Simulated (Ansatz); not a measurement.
# AsH2F+ (doublet): from Hartree-Fock to the top rungs, cc-pVDZ

An exercise on one series of results from a longer session: the logs are not shown, and one member is left open.

Program: Ansatz 0.2.0, Gaussian basis. Level of theory: cc-pVDZ, core rule «outside noble gas», up to 15 orbitals frozen. These are calculated values, not measurements.

To be run: UHF; CCSD(T) on ROHF; CCSD(T) on UHF; BCCD(T) on ROHF; CISD; CCSDT(Q) on ROHF; CCSDT(Q) on UHF.

27 further runs of the same task are left out: 10 for a known fault of the program, 8 that didn't finish, 9 set aside as unsound or not needed.

## The geometry

The geometry is a PBE0/def2-TZVP stationary point (not a proven minimum) of the parent state, kept for this charge and spin. No spin-orbit coupling is included. The filled d shell of As may be among the frozen orbitals whatever the setting's name suggests; the logs give the count.

4 atoms, charge 1, spin multiplicity 2.

Atoms are counted from 1 here; the program's logs count them from 0.

Bond lengths: F1–As2 1.753 Å, As2–H3 1.531 Å, As2–H4 1.531 Å. Angles: F1–As2–H3 95.5°, F1–As2–H4 95.5°, H3–As2–H4 90.8°.

As a file:

```xyz
4
AsFH2
F    -0.0517    0.0000    1.4079
As    0.0404    0.0000   -0.3424
H    -1.0150   -1.0902   -0.5439
H    -1.0149    1.0902   -0.5439
```

Set-up of the first run:

File in.yaml:

```yaml
crystal:
  periodic: [false, false, false]
  atoms:
    - {symbol: F, position_ang: [-0.051694, 0.000000, 1.407864]}
    - {symbol: As, position_ang: [0.040417, 0.000000, -0.342367]}
    - {symbol: H, position_ang: [-1.014957, -1.090185, -0.543926]}
    - {symbol: H, position_ang: [-1.014945, 1.090196, -0.543925]}
basis:
  gaussian: {orbitals: cc-pVDZ}
total_charge: 1
magnetization: {spin_polarized: true, initial_magnetization: 1}
hamiltonian: {xc: hf}
output: {orbitals: {seedname: orbitals}}
```

Started as:

```sh
$ ansatz run in.yaml --threads 1 --pin off --events-out ev --progress --plain --max-ram 2393MiB
```

Steps of the session up to this table: UHF; CCSD(T) on ROHF; CCSD(T) on UHF; BCCD(T) on ROHF; CISD; CCSDT(Q) on ROHF; CCSDT(Q) on UHF.

One of the session's tables, all rows but one given; the rest of the session is left out.

| method | from UCCSDT(Q) (kJ/mol) |
| --- | --- |
| ROHF | ? |
| UHF | +832.9 |
| RMP2 | +79.6 |
| UMP2 | +78.7 |
| RCCSD | +25.1 |
| UCCSD | +24.8 |
| RCCSD(T) | +5.4 |
| UCCSD(T) | +5.1 |
| BCCD(T) | +5.0 |
| RCCSDT | +2.5 |
| UCCSDT | +2.2 |
| RCCSDT(Q) | +0.9 |
| UCCSDT(Q) | 0 |

Q: Estimate the row for ROHF from the others.

**Answer.** from UCCSDT(Q) (kJ/mol): +840.6. In the column «from UCCSDT(Q) (kJ/mol)» it is the highest.

Not comparable, so not listed: CISD (they don't share determinant, frozen orbitals or solution with the rows shown, or repeat one).

Caveats from the session: Restricted and unrestricted rows rest on different reference determinants; where their highest levels disagree by more than a few hundredths of an eV, they describe different states and don't form one ladder.
